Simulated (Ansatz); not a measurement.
C2H6O2Sn, SMILES C[O][Sn][O]C, vertical spin-state energies

Computed with Ansatz 0.2.0 through its Python package.

`c2h6o2sn.xyz`
```text
11

C    -0.52840    1.63970   -0.88430
O     0.75140    1.44650   -0.53120
Sn    1.19050   -0.38790   -1.15390
O     0.12050   -1.70530   -0.23430
C     0.28520   -1.61750    1.12860
H    -1.25830    0.98110   -0.39300
H    -0.67230    1.63290   -1.99600
H    -0.82150    2.72370   -0.57800
H    -0.35430   -2.32750    1.71740
H     1.34500   -1.84690    1.40800
H     0.00740   -0.59580    1.53730
```

Typed at the interpreter:
```pycon
>>> import ansatz as az
>>> c2h6o2sn = az.Crystal.molecule_from_extxyz("c2h6o2sn.xyz")
>>> job = (
...     c2h6o2sn.calculation()
...     .basis(gaussian="def2-SVPD")
...     .functional("hf")
...     .scf(lower_state_search="off")
... )
>>> found = {}
>>> for unpaired in [0, 2]:
...     r = job.spin("collinear", total=unpaired).run(threads=1, backend="cpu").report
...     s = unpaired / 2
...     found[unpaired] = r["free_energy_ev"]
...     print(f"2S+1 = {unpaired + 1}: E = {found[unpaired]:.5f} eV, <S^2> = {abs(r['mean_field']['state']['spin_squared']):.3f} (pure state {s * (s + 1):.2f})")
...
2S+1 = 1: E = -12030.52581 eV, <S^2> = 0.000 (pure state 0.00)
2S+1 = 3: E = -12028.68274 eV, <S^2> = 2.013 (pure state 2.00)
>>> lowest = min(found, key=found.get)
>>> for unpaired, e in found.items():
...     print(f"multiplicity {unpaired + 1}: {(e - found[lowest]):.3f} eV above the lowest")
...
multiplicity 1: 0.000 eV above the lowest
multiplicity 3: 1.843 eV above the lowest
```

In order: multiplicity 1 (+0.00 eV) and multiplicity 3 (+1.84 eV), all at the one geometry.

Caveats:
- The settings weren't tested for convergence.
- The geometry is a force-field or estimated start, not a minimum of this method, and the basis set is short of its limit. All parts are taken at fixed geometry, without zero-point energy.
- def2 sets replace the cores of elements past krypton by effective core potentials.
- Hartree-Fock leaves correlation out, so it favours high-spin states too much.
- Spin-orbit coupling, which mixes and shifts the spin states of heavy atoms, is left out.
- The whole script took 14 s on 1 thread of Arm Neoverse V1, with other jobs on the host, peak memory 0.56 GiB.

(Lines on the test bed's own set-up are left out of the output.)
